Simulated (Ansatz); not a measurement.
# AlH5OSi2: small, medium and large basis sets

Aim: see how fast density functionals converge with the basis set for AlH5OSi2.

Method: one geometry, several basis sets; program: Ansatz 0.2.0, Gaussian basis.

Plan: PBE0-D4/def2-SVP; ωB97M-V/def2-SVP; PBE0-D4/def2-QZVPP; ωB97M-V/def2-QZVPP; the functionals' def2-TZVPP values are taken from earlier runs.

## 1. The relaxed structure

An earlier PBE0-D4 in a triple-zeta def2 set relaxation fixed the geometry.

SMILES `[SiH3][Al]1[O][SiH2]1`, 9 atoms, charge 0, spin multiplicity 1.

Atoms are counted from 1 here; the program's logs count them from 0.

Bond lengths: Si1–Al2 2.450 Å, Si1–H5 1.488 Å, Si1–H6 1.489 Å, Si1–H7 1.487 Å, Al2–O3 1.744 Å, Al2–Si4 2.280 Å, O3–Si4 1.688 Å, Si4–H8 1.490 Å, Si4–H9 1.490 Å. Angles: Al2–Si1–H5 109.6°, Al2–Si1–H6 109.4°, Al2–Si1–H7 111.5°, H5–Si1–H6 108.2°, H5–Si1–H7 109.0°, H6–Si1–H7 109.0°, Si1–Al2–O3 129.7°, Si1–Al2–Si4 177.0°, O3–Al2–Si4 47.3°, Al2–O3–Si4 83.2°, Al2–Si4–O3 49.5°, Al2–Si4–H8 126.2°, Al2–Si4–H9 126.3°, O3–Si4–H8 114.2°, O3–Si4–H9 114.2°, H8–Si4–H9 107.4°.

## 2. PBE0-D4 in def2-SVP

Contents of in.yaml:

```yaml
crystal:
  periodic: [false, false, false]
  atoms:
    - {symbol: Si, position_ang: [-0.652872, 1.717149, -1.334657]}
    - {symbol: Al, position_ang: [-0.124859, -0.148912, 0.162821]}
    - {symbol: O, position_ang: [1.392711, -0.965349, 0.434276]}
    - {symbol: Si, position_ang: [0.478649, -1.877681, 1.520934]}
    - {symbol: H, position_ang: [-1.763793, 1.326677, -2.244903]}
    - {symbol: H, position_ang: [-1.100139, 2.886408, -0.529326]}
    - {symbol: H, position_ang: [0.526487, 2.112827, -2.150206]}
    - {symbol: H, position_ang: [0.403260, -3.327561, 1.186951]}
    - {symbol: H, position_ang: [0.928955, -1.769958, 2.936910]}
basis:
  gaussian: {orbitals: def2-SVP}
hamiltonian: {xc: pbe0, dispersion: d4}
output: {orbitals: {seedname: orbitals}}
```

Further steps of the session: ωB97M-V in def2-SVP; PBE0-D4 in def2-QZVPP; ωB97M-V in def2-QZVPP.

Q: Predict the results of all the runs planned. Wanted: PBE0-D4: double and triple zeta above quadruple; ωB97M-V: double and triple zeta above quadruple.

**Answer**, as computed:

```
                                       quantity           value
PBE0-D4: double and triple zeta above quadruple  11.45, 0.86 eV
ωB97M-V: double and triple zeta above quadruple  11.48, 0.82 eV
```

In words: For PBE0-D4 the step from double to triple zeta gains 10.59 eV and the next only 0.86 eV. These are total energies; as a rule much of such shifts cancels in differences, which this series doesn't test.
